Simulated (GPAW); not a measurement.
Write an ASE script for GPAW 26.7.0 that does the following.

```yaml
Task: relaxation of cell and atoms
Functional: LDA
Potentials_or_basis: the program's PAW data sets (release 1.2.1) made for this functional
Cutoff: 600 eV
Basis: pw
k_mesh: 7 × 7 × 5
Occupations: fermi-dirac, width 0.05 eV
Spin: no spin polarisation
Maxiter: 150
Optimizer: BFGS
Fmax: 0.02 eV/Å
Max_steps: 60
Convergence: density=1e-05 forces=0.0001
```

The structure of MoI lies in POSCAR:

```
MoI
1.0
    3.6232628200      0.0000000000      0.0000000000
    0.0000000000      3.6232628200      0.0000000000
    0.0000000000      0.0000000000      5.0420814100
Mo I
1 1
Direct
    0.5000000000      0.5000000000      0.5000000000
    0.0000000000      0.0000000000      0.5000000000
```

The cell was built by a generator and needn't be a form met in nature.

These files were run (other wordings do the same):

run.py

```python
from ase.filters import FrechetCellFilter
from ase.io import read, write
from ase.optimize import BFGS
from gpaw import GPAW, PW

atoms = read('POSCAR')

calc = GPAW(mode=PW(600),
            xc='LDA',
            kpts={'size': (7, 7, 5), 'gamma': True},
            occupations={'name': 'fermi-dirac', 'width': 0.05},
            nbands=21,
            convergence={'density': 1e-05, 'forces': 0.0001},
            maxiter=150,
            txt='gpaw.txt')
atoms.calc = calc
opt = BFGS(FrechetCellFilter(atoms), trajectory='relax.traj', logfile='-')
done = opt.run(fmax=0.02, steps=60)
calc.write('gs.gpw')
write('result.traj', atoms)
print('Converged:', done)
print('Cell:', atoms.cell.cellpar().round(4))
print('Volume:', round(atoms.get_volume(), 4))
print(atoms.get_scaled_positions().round(5))
```

Potentials or basis: the program's PAW data sets (release 1.2.1) made for this functional, pw.

Launch:

```sh
$ OMP_NUM_THREADS=1 python run.py
```

It gave:

The relaxed volume is 22.49 Å³/atom and the relaxed cell is a = 3.814 Å, b = 3.814 Å, c = 3.091 Å, α = 90.00°, β = 90.00°, γ = 90.00°. The space group after relaxing (to 0.05 Å) is P4/mmm (No. 123), the energy gained by relaxing is 764.8 meV/atom and the ionic steps are 19. The pressure after relaxing is 0.0 GPa and the band gap on the k mesh is none (metal or under the smearing width).

Caveat: later steps reuse the first step's grids; the volume moved by over 15 % at a fixed basis, so the end points are rough; an odd number of electrons without spin polarisation forces a metal; a magnetic or distorted state may lie lower.

It took 3.2 min on 1 thread of Intel(R) Xeon(R) 6975P-C (Granite Rapids), with other jobs on the host, peak memory 0.31 GiB.
